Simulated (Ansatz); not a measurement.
**CaCd3F8: the band gap up the ladder of functionals**

An exercise on one series of results from a longer session: the logs are not shown, and one member is left open.

Program: Ansatz 0.2.0. PAW datasets, plane waves. The cell comes from a prototype generator: it can be a known phase or a hypothetical one. Spin polarisation is off.

## Starting point

The cell was relaxed beforehand with r2SCAN.

Space group Cmmm (No. 65), orthorhombic; conventional cell a = 7.643 Å, b = 10.804 Å, c = 3.817 Å, 13.13 Å³ an atom. Near Cd stand 8 F at 2.34 Å; near F stand 3 Cd at 2.34 Å and 1 Ca at 2.35 Å; near F stand 2 Cd at 2.34 Å and 2 Ca at 2.34 Å; near F stand 4 Cd at 2.34 Å.

The structure in full:

```
Cd F Ca
1.0
     3.82166   -5.40177    0.00000
     3.82166    5.40177    0.00000
     0.00000    0.00000    3.81736
Cd F Ca
3 8 1
Direct
  0.00000 0.50000 0.00000
  0.50000 0.50000 0.50000
  0.50000 0.00000 0.00000
  0.37600 0.12568 0.50000
  0.12568 0.37600 0.50000
  0.87436 0.12564 0.00000
  0.62485 0.37515 0.00000
  0.37515 0.62485 0.00000
  0.12564 0.87436 0.00000
  0.87432 0.62400 0.50000
  0.62400 0.87432 0.50000
  0.00000 0.00000 0.50000
```

The first run:

input.yaml reads:

```yaml
crystal:
  lattice:
    - [3.8216626725, -5.4017712101, 0.0]
    - [3.8216626725, 5.4017712101, 0.0]
    - [0.0, 0.0, 3.8173613037]
  atoms:
    - { symbol: Cd, position: [0.0, 0.5, 0.0] }
    - { symbol: F, position: [0.3759955432, 0.1256797814, 0.5] }
    - { symbol: F, position: [0.1256797814, 0.3759955432, 0.5] }
    - { symbol: Cd, position: [0.5, 0.5, 0.5] }
    - { symbol: F, position: [0.8743623526, 0.1256376474, 0.0] }
    - { symbol: F, position: [0.6248468183, 0.3751531817, 0.0] }
    - { symbol: Ca, position: [0.0, 0.0, 0.5] }
    - { symbol: F, position: [0.3751531817, 0.6248468183, 0.0] }
    - { symbol: F, position: [0.1256376474, 0.8743623526, 0.0] }
    - { symbol: Cd, position: [0.5, 0.0, 0.0] }
    - { symbol: F, position: [0.8743202186, 0.6240044568, 0.5] }
    - { symbol: F, position: [0.6240044568, 0.8743202186, 0.5] }
kpoints:
  mp_grid: { grid: [4, 4, 6] }
  band_path:
    path:
      - [[0.0, 0.0, 0.0], [-0.5, 0.5, 0.0], [-0.375133138631, 0.624866861369, 0.0]]
      - [[0.375133138631, 0.375133138631, 0.0], [0.0, 0.0, 0.0], [0.0, 0.0, 0.5], [0.375133138631, 0.375133138631, 0.5]]
      - [[-0.375133138631, 0.624866861369, 0.5], [-0.5, 0.5, 0.5], [-0.5, 0.5, 0.0]]
      - [[0.0, 0.0, 0.0], [-2.53730951224e-17, 0.5, 0.0], [-2.53730951224e-17, 0.5, 0.5], [0.0, 0.0, 0.5], [-0.5, 0.5, 0.5]]
    npoints: 10
hamiltonian:
  xc: pbe
scf:
  occupations: { method: fermi_dirac, width: 0.02 }
  n_extra_bands: 7
output:
  forces: true
  stress: true
  eigenvalues: true
```

Steps of the session up to this table: PBE band path; r2SCAN; HSE06 at the same geometry; PBE+SOC at the same geometry; Single point with PBE0.

One table of the session follows, with a row left open; its other results are not shown here.

```
  level  gap (eV)
    PBE      3.67
 r2SCAN      4.35
  HSE06         ?
PBE+SOC      3.67
   PBE0      6.51
```

**Question.** Estimate the row for HSE06.

The run gave: gap (eV): 5.76. In the column «gap (eV)» it lies between r2SCAN (4.35) and PBE0 (6.51).

Meshes: PBE 4×4×6, r2SCAN 4×4×6, HSE06 2×2×4, PBE+SOC 4×4×6, PBE0 2×2×4

PBE+SOC gives the least gap, 3.67 eV, and PBE0 the largest, 6.51 eV. Against HSE06, PBE is short by 2.09 eV, at 64 % of it, and r2SCAN 76 %. PBE0 lies 0.76 eV above HSE06, which differs from it by screening the long-range exchange.

To keep in mind: Warnings in the runs' records: stress scf threshold loose, stress exchange threshold loose.
